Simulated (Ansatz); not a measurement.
# Cl3FH2Hf: the cost of one run

All numbers below are computed with Ansatz 0.2.0 (RKS r2SCAN-D4/def2-SVP).

### 1 The starting structure

Bond lengths: Hf1–Cl2 2.870 Å, Hf1–Cl3 2.520 Å, Hf1–Cl4 2.518 Å, Hf1–F5 1.979 Å, Hf1–H6 2.150 Å, Hf1–H7 2.407 Å. Angles (14 of 15 angles, heavy atoms first): Cl2–Hf1–Cl3 109.5°, Cl2–Hf1–Cl4 109.5°, Cl2–Hf1–F5 109.5°, Cl3–Hf1–Cl4 109.5°, Cl3–Hf1–F5 109.5°, Cl4–Hf1–F5 109.5°, Cl2–Hf1–H6 71.6°, Cl2–Hf1–H7 44.7°, Cl3–Hf1–H6 67.1°, Cl3–Hf1–H7 82.5°, Cl4–Hf1–H6 72.9°, Cl4–Hf1–H7 86.6°, F5–Hf1–H6 176.5°, F5–Hf1–H7 154.0°.

Structure file:

```xyz
7

Hf    0.0000    0.0000    0.0000
Cl    0.0000    0.0000    2.8700
Cl    2.3764    0.0000   -0.8392
Cl   -1.1869    2.0563   -0.8392
F    -0.9326   -1.6157   -0.6593
H     1.1276    1.7004    0.6779
H     0.9359    1.4115    1.7104
```

### 2 Pulling towards end A

Springs on the bonds that form and break draw the guess towards this end; the thresholds are loose.

Input file input.yaml:

```yaml
crystal:
  periodic: [false, false, false]
  atoms:
    - { symbol: Hf, position_ang: [0.0, 0.0, 0.0] }
    - { symbol: Cl, position_ang: [0.0, 0.0, 2.87] }
    - { symbol: Cl, position_ang: [2.3764, 0.0, -0.8392] }
    - { symbol: Cl, position_ang: [-1.1869, 2.0563, -0.8392] }
    - { symbol: F, position_ang: [-0.9326, -1.6157, -0.6593] }
    - { symbol: H, position_ang: [1.1276, 1.7004, 0.6779] }
    - { symbol: H, position_ang: [0.9359, 1.4115, 1.7104] }
basis:
  gaussian: { orbitals: def2-SVP }
hamiltonian:
  xc: r2scan
  dispersion: d4
relax:
  f_tol: 0.15
  max_steps: 25
  restrain:
    - { distance: [0, 5], at: 3.05, k: 30.0 }
    - { distance: [6, 1], at: 2.57, k: 30.0 }
    - { distance: [0, 1], at: 2.52, k: 30.0 }
    - { distance: [6, 5], at: 0.66, k: 30.0 }
```

Run with:

```
$ ansatz run input.yaml --threads 4 --pin off --max-ram 5120MiB --backend cpu --events-out ev --progress --plain --runs-dir out
```

**Question.** How long does this run take on 4 threads of Intel Xeon Platinum 8488C (Sapphire Rapids), shared host, and how much memory does it need?

About 15 s, with a peak of 0.28 GiB.
